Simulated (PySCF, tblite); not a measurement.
# C₆H₁₆AlNS: geometry, infrared bands and NMR shifts

What infrared bands and NMR shifts should C₆H₁₆AlNS (`C[S][Al]([CH](C)C)[N](C)C`) show?

Programs: tblite 0.8.0 and PySCF 2.14.0, with density-fitted response routines of our own. Each step states its level of theory. These are calculated values for one molecule in the gas phase, unless marked as measured. Atoms are numbered from 0 throughout.

## (1) Starting geometry

25 atoms, charge 0, multiplicity 1; geometry from: force field or distance geometry start.

Bonds of the start (Å): C0–S1 1.83, S1–Al2 2.27, Al2–C3 1.96, C3–C4 1.53, C3–C5 1.50, Al2–N6 1.88, N6–C7 1.41, N6–C8 1.42, C0–H9 1.11, C0–H10 1.12, C0–H11 1.10, C3–H12 1.11, C4–H13 1.09, C4–H14 1.12, C4–H15 1.11, C5–H16 1.09, C5–H17 1.13, C5–H18 1.10, C7–H19 1.12, C7–H20 1.13, C7–H21 1.11, C8–H22 1.12, C8–H23 1.13, C8–H24 1.13.

## (2) Optimising the geometry with GFN2-xTB

Job settings and geometry (Å):

```
{"job": {"kind": "relax", "xc": "GFN2-xTB", "basis": "xTB"}, "charge": 0, "multiplicity": 1}
C      3.810800     0.410500     0.514300
S      2.616200     0.404300    -0.866100
Al     0.486100     0.144600    -0.130100
C     -0.269800    -1.662400    -0.248600
C     -0.227900    -2.430900     1.075900
C     -1.678000    -1.773700    -0.755000
N     -0.583600     1.694200    -0.209300
C     -1.910800     1.557000    -0.657000
C     -0.312500     2.707000     0.753200
H      4.414200     1.334500     0.442100
H      3.246700     0.370800     1.476700
H      4.486700    -0.452200     0.399100
H      0.342100    -2.284000    -0.937200
H      0.691600    -2.275600     1.646000
H     -0.216400    -3.506000     0.766800
H     -1.162800    -2.323200     1.664400
H     -2.417000    -1.172400    -0.223000
H     -1.974900    -2.850100    -0.557100
H     -1.646300    -1.638400    -1.847600
H     -2.650200     1.193400     0.094600
H     -2.236300     2.574200    -1.032800
H     -1.992400     0.903400    -1.552600
H      0.534200     2.489200     1.458000
H     -1.236600     2.957900     1.353400
H     -0.124100     3.652000     0.159700
```

Command:

```
$ OMP_NUM_THREADS=1 python probes_run.py task.json out
```

This one command runs all jobs of the session in turn.

**Question.** This job is followed by: GFN2-xTB harmonic vibrations, gas phase; GIAO PBE0/pcSseg-1 NMR shielding, non-relativistic, gas phase. Predict these results of the whole session: strongest single infrared mode (GFN2-xTB); zero-point energy (GFN2-xTB); 13C shifts against TMS (PBE0/pcSseg-1, means over atoms taken as alike); 1H shifts against TMS (PBE0/pcSseg-1, means over atoms taken as alike); 33S shifts against CS2 (PBE0/pcSseg-1); 27Al shifts against AlH4- (PBE0/pcSseg-1); 15N shifts against NH3 (PBE0/pcSseg-1).

**Answer**, as computed:

| quantity | value |
| --- | --- |
| strongest single infrared mode (GFN2-xTB) | 2923 cm⁻¹, 141 km/mol |
| zero-point energy (GFN2-xTB) | 131.5 kcal/mol |
| 13C shifts against TMS (PBE0/pcSseg-1, means over atoms taken as alike) | 44.3, 22.8, 17.1, 11.6 ppm |
| 1H shifts against TMS (PBE0/pcSseg-1, means over atoms taken as alike) | 2.82, 2.21, 1.37, 1.36 ppm |
| 33S shifts against CS2 (PBE0/pcSseg-1) | -170 ppm |
| 27Al shifts against AlH4- (PBE0/pcSseg-1) | 123.8 ppm |
| 15N shifts against NH3 (PBE0/pcSseg-1) | 67.9 ppm |

**Reading.** Relaxing lowered the energy by 1.171 eV in 248 steps; the close pair that moved most is Al2–N6, from 1.885 to 1.797 Å. No mode is imaginary among the 69: a minimum at this level. The strongest single mode, at 2923 cm⁻¹, moves mainly H23 and H24. GFN2-xTB is a fitted tight-binding method: band positions and strengths are rough. Its intensities can rank the bands wrongly. The most deshielded hydrogen is H19, H20, H21, H22, H23, H24 (mean) (hydrogen on a methyl carbon bonded to N), at 2.82 ppm: its carbon carries N, an electronegative neighbour. At PBE0/pcSseg-1: The widest tensor belongs to S1: span 121 ppm, with a paramagnetic part of -389 ppm.
